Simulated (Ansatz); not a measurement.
# GaH₃ (triplet): the correlation ladder at a displaced geometry (v2), cc-pVDZ

The task here is to estimate one member of a computed series from the others.

Computed with Ansatz 0.2.0, Gaussian basis. Level: cc-pVDZ, core rule «outside noble gas», up to 14 orbitals frozen.

Plan: UHF; CCSD(T) on ROHF; CCSD(T) on UHF; BCCD(T) on ROHF; CISD; CCSDT(Q) on ROHF; CCSDT(Q) on UHF; CASSCF and MRCISD+Q, 6 electrons in 7 orbitals; CASSCF and NEVPT2, 6 electrons in 7 orbitals; Full CI.

25 further runs of the same task are left out: 5 for a known fault of the program, 7 that didn't finish, 13 set aside as unsound or not needed.

## What is computed

The geometry is a PBE0/def2-TZVP stationary point (not a proven minimum) with its atoms shifted at random (size 0.100 Å). No spin-orbit coupling is included. The filled d shell of Ga may be among the frozen orbitals whatever the setting's name suggests; the logs give the count.

4 atoms, charge 0, spin multiplicity 3.

Atoms are counted from 1 here; the program's logs count them from 0.

Bond lengths: Ga1–H2 1.582 Å, Ga1–H3 1.946 Å, H3–H4 0.730 Å. Angles: H2–Ga1–H3 100.6°, Ga1–H3–H4 82.7°.

Coordinates:

| atom | x (Å) | y (Å) | z (Å) |
| --- | --- | --- | --- |
| Ga1 | 0.00358 | 0.02904 | -0.04620 |
| H2 | -0.16130 | -1.46791 | -0.53039 |
| H3 | 0.32074 | -0.24289 | 1.85409 |
| H4 | -0.40698 | -0.29816 | 1.87230 |

Set-up of the first run:

The input, in.yaml:

```yaml
crystal:
  periodic: [false, false, false]
  atoms:
    - {symbol: Ga, position_ang: [0.003578, 0.029042, -0.046203]}
    - {symbol: H, position_ang: [-0.161296, -1.467909, -0.530387]}
    - {symbol: H, position_ang: [0.320743, -0.242892, 1.854087]}
    - {symbol: H, position_ang: [-0.406985, -0.298161, 1.872301]}
basis:
  gaussian: {orbitals: cc-pVDZ}
magnetization: {spin_polarized: true, initial_magnetization: 2}
hamiltonian: {xc: hf}
output: {orbitals: {seedname: orbitals}}
```

Started as:

```bash
ansatz run in.yaml --threads 1 --pin off --events-out ev --progress --plain --max-ram 2393MiB
```

Among the steps run: UHF; CCSD(T) on ROHF; CCSD(T) on UHF; BCCD(T) on ROHF; CISD; CCSDT(Q) on ROHF; CCSDT(Q) on UHF; CASSCF and MRCISD+Q, 6 electrons in 7 orbitals; CASSCF and NEVPT2, 6 electrons in 7 orbitals; Full CI.

One of the session's tables, all rows but one given; the rest of the session is left out.

```
          method  from FCI (kJ/mol)
            ROHF             +237.2
             UHF             +232.1
            RMP2              +61.7
            UMP2              +59.4
           RCCSD               +4.9
           UCCSD               +3.4
        RCCSD(T)               +1.2
        UCCSD(T)               -0.1
         BCCD(T)               +1.2
          RCCSDT               -0.1
          UCCSDT               -1.4
       RCCSDT(Q)               -0.1
       UCCSDT(Q)               -1.4
  CASSCF valence             +130.3
  NEVPT2 valence              +45.5
  MRCISD valence               +5.0
MRCISD+Q valence                  ?
             FCI                  0
```

Q: Estimate the row for MRCISD+Q valence from the others.

The run gave: from FCI (kJ/mol): +1.0. In the column «from FCI (kJ/mol)» it lies between FCI (0) and RCCSD(T) (+1.2).

Among the levels timed on like hardware and quicker than the yardstick, those that no quicker one beats, quickest first: BCCD(T) (0.63 s, +1.2 kJ/mol); UCCSD(T) (1.2 s, -0.1 kJ/mol).

Not comparable, so not listed: CISD (they don't share determinant, frozen orbitals or solution with the rows shown, or repeat one).

Caveats from the session: The yardstick is full CI for this spin, exact in this basis with these frozen cores. UCCSDT, UCCSDT(Q) fall below full CI: unrestricted runs freeze a spin-polarised core, another one than full CI's, and coupled cluster isn't variational. Of the multireference levels listed MRCISD+Q valence comes nearest in total energy (+1.0 kJ/mol), which doesn't show that its space is the better one. Levels on UHF freeze UHF's core orbitals, full CI those of ROHF, so the U rows can settle a little off it for that reason alone. Restricted and unrestricted rows rest on different reference determinants; where their highest levels disagree by more than a few hundredths of an eV, they describe different states and don't form one ladder.
